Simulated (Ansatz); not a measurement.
# SiAsH3+ (quartet): the correlation ladder, cc-pVDZ

One table from this session's results is given with a row withheld; the runs are named, their logs left out.

Computed with Ansatz 0.2.0, Gaussian basis. Level: cc-pVDZ, core rule «outside noble gas», up to 19 orbitals frozen.

To be run: UHF; CCSD(T) on ROHF; CCSD(T) on UHF; BCCD(T) on ROHF; CISD; CCSDT(Q) on ROHF; CCSDT(Q) on UHF; CASSCF and MRCISD+Q, 11 electrons in 11 orbitals; CASSCF and NEVPT2, 11 electrons in 11 orbitals.

27 further runs of the same task are left out: 12 that didn't finish, 15 set aside as unsound or not needed.

## What is computed

The geometry is a PBE0/def2-TZVP stationary point (not a proven minimum) of the parent state, kept for this charge and spin. No spin-orbit coupling is included. The filled d shell of As may be among the frozen orbitals whatever the setting's name suggests; the logs give the count.

5 atoms, charge 1, spin multiplicity 4.

Atoms are counted from 1 here; the program's logs count them from 0.

Bond lengths: Si1–As2 2.344 Å, Si1–H3 1.496 Å, As2–H4 1.522 Å, As2–H5 1.522 Å. Angles: As2–Si1–H3 114.4°, Si1–As2–H4 97.3°, Si1–As2–H5 97.3°, H4–As2–H5 92.9°.

Geometry (Å):

```csv
atom,x (Å),y (Å),z (Å)
Si1,0.0000,0.1393,1.6931
As2,0.0000,-0.0620,-0.6424
H3,0.0000,-1.1652,2.4253
H4,1.1026,0.9477,-0.9245
H5,-1.1026,0.9477,-0.9245
```

The first run:

in.yaml reads:

```yaml
crystal:
  periodic: [false, false, false]
  atoms:
    - {symbol: Si, position_ang: [0.000000, 0.139300, 1.693106]}
    - {symbol: As, position_ang: [0.000000, -0.062043, -0.642439]}
    - {symbol: H, position_ang: [0.000000, -1.165176, 2.425283]}
    - {symbol: H, position_ang: [1.102624, 0.947723, -0.924517]}
    - {symbol: H, position_ang: [-1.102625, 0.947723, -0.924517]}
basis:
  gaussian: {orbitals: cc-pVDZ}
total_charge: 1
magnetization: {spin_polarized: true, initial_magnetization: 3}
hamiltonian: {xc: hf}
output: {orbitals: {seedname: orbitals}}
```

The run is started by

```console
$ ansatz run in.yaml --threads 1 --pin off --events-out ev --progress --plain --max-ram 2393MiB
```

Steps of the session up to this table: UHF; CCSD(T) on ROHF; CCSD(T) on UHF; BCCD(T) on ROHF; CISD; CCSDT(Q) on ROHF; CCSDT(Q) on UHF; CASSCF and MRCISD+Q, 11 electrons in 11 orbitals; CASSCF and NEVPT2, 11 electrons in 11 orbitals.

One table of the session follows, with a row left open; its other results are not shown here.

| method | from UCCSDT(Q) (kcal/mol) |
| --- | --- |
| ROHF | +124.94 |
| UHF | +122.53 |
| RMP2 | ? |
| UMP2 | +28.47 |
| CISD | +13.01 |
| RCCSD | +4.46 |
| UCCSD | +4.34 |
| RCCSD(T) | +1.08 |
| UCCSD(T) | +1.00 |
| BCCD(T) | +1.06 |
| RCCSDT | +0.23 |
| UCCSDT | +0.14 |
| RCCSDT(Q) | +0.09 |
| UCCSDT(Q) | 0 |
| CASSCF valence | +82.62 |
| NEVPT2 valence | +22.64 |
| MRCISD valence | +6.37 |
| MRCISD+Q valence | +0.98 |

Estimate the missing values for RMP2.

As computed: from UCCSDT(Q) (kcal/mol): +28.63. In the column «from UCCSDT(Q) (kcal/mol)» it lies between UMP2 (+28.47) and CASSCF valence (+82.62).

To keep in mind: Restricted and unrestricted rows rest on different reference determinants; where their highest levels disagree by more than a few hundredths of an eV, they describe different states and don't form one ladder.
